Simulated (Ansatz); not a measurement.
**EuOs (CsCl type): equation of state**

One table from this session's results is given with a row withheld; the runs are named, their logs left out.

Method: DFT PBE, scalar-relativistic, plane waves, PAW, in Ansatz 0.2.0.

2 further runs of the same task are left out: 2 that didn't finish. Runs told in other sessions of the task aren't counted.

**The structure to begin with**

The structure is cubic, space group Pm-3m (No. 221). Conventional cell: a = 3.456 Å, b = 3.456 Å, c = 3.456 Å, α = 90.00°, β = 90.00°, γ = 90.00°. Eu (site symmetry m-3m) has 8 Os at 2.99 Å in its first shell of neighbours. Os (site symmetry m-3m) has 8 Eu at 2.99 Å in its first shell of neighbours.

Structure file:

```cif
data_structure
_symmetry_space_group_name_H-M 'Pm-3m'
_symmetry_Int_Tables_number 221
_cell_length_a 3.4561
_cell_length_b 3.4561
_cell_length_c 3.4561
_cell_angle_alpha 90.000
_cell_angle_beta 90.000
_cell_angle_gamma 90.000
_cell_volume 41.28
loop_
_atom_site_label
_atom_site_type_symbol
_atom_site_symmetry_multiplicity
_atom_site_Wyckoff_symbol
_atom_site_fract_x
_atom_site_fract_y
_atom_site_fract_z
_atom_site_occupancy
Eu1 Eu 1 a 0.00000 0.00000 0.00000 1
Os1 Os 1 b 0.50000 0.50000 0.50000 1
```

An earlier run at PBE left this cell at 20.641 Å³/atom and 0.05 GPa (10×10×10 mesh).

Volume factors to run: 0.980, 1.020, 0.960, 1.040, 1.070, 1.100, 0.945.

Set-up of the first run:

The input, input.yaml:

```yaml
crystal:
  lattice:
    - [3.4328981011, 0.0, 0.0]
    - [0.0, 3.4328981011, 0.0]
    - [0.0, 0.0, 3.4328981011]
  atoms:
    - { symbol: Eu, position: [0.0, 0.0, 0.0], spin: 7.01 }
    - { symbol: Os, position: [0.5, 0.5, 0.5] }
basis:
  ecutwfc: 420
  ecutrho_ratio: 4
kpoints:
  mp_grid: { grid: [10, 10, 10] }
hamiltonian:
  xc: pbe
scf:
  occupations: { method: gaussian, width: 0.05 }
output:
  forces: true
  stress: true
  eigenvalues: true
  populations: true
magnetization:
  spin_polarized: true
```

Run with:

```console
$ ansatz run input.yaml --threads 2 --pin off --max-ram 2662MiB --backend cpu --events-out ev --progress --plain --runs-dir out
```

Among the steps run: At 0.980 of the relaxed volume; Scaling the volume by 1.020; Scaling the volume by 0.960; Scaling the volume by 1.040; Scaling the volume by 1.070; Volume × 1.100; Volume × 0.945.

One table of the session follows, with a row left open; its other results are not shown here.

It belongs to the step «The fit». 

| volume (Å³/atom) | energy (meV/atom) | pressure (GPa) | moment of atom 1 (μB) |
| --- | --- | --- | --- |
| 19.506 | 22.29 | 6.65 | 6.34 |
| 19.815 | ? | ? | ? |
| 20.228 | 2.80 | 2.19 | 6.36 |
| 20.641 | 0.00 | 0.05 | 6.37 |
| 21.054 | 2.34 | -1.86 | 6.38 |
| 21.466 | 9.31 | -3.57 | 6.40 |
| 22.086 | 27.47 | -5.80 | 6.42 |
| 22.705 | 53.62 | -7.67 | 6.44 |

Estimate the missing values for volume (Å³/atom) = 19.815.

Worked estimate for «energy (meV/atom)». A straight line through the neighbours (19.506, 22.29) and (20.228, 2.80) gives 22.29 + (2.80 − 22.29) × (19.815 − 19.506) / (20.228 − 19.506) = 13.95; a parabola fitted to 3 rows on both sides gives 11.68.

The run gave: energy (meV/atom): 11.47; pressure (GPa): 4.62; moment of atom 1 (μB): 6.35. In «energy (meV/atom)» the line misses by +2.48 and the parabola by +0.21.

To keep in mind: Warnings in the runs' records: given moment on shells, stability check not made.
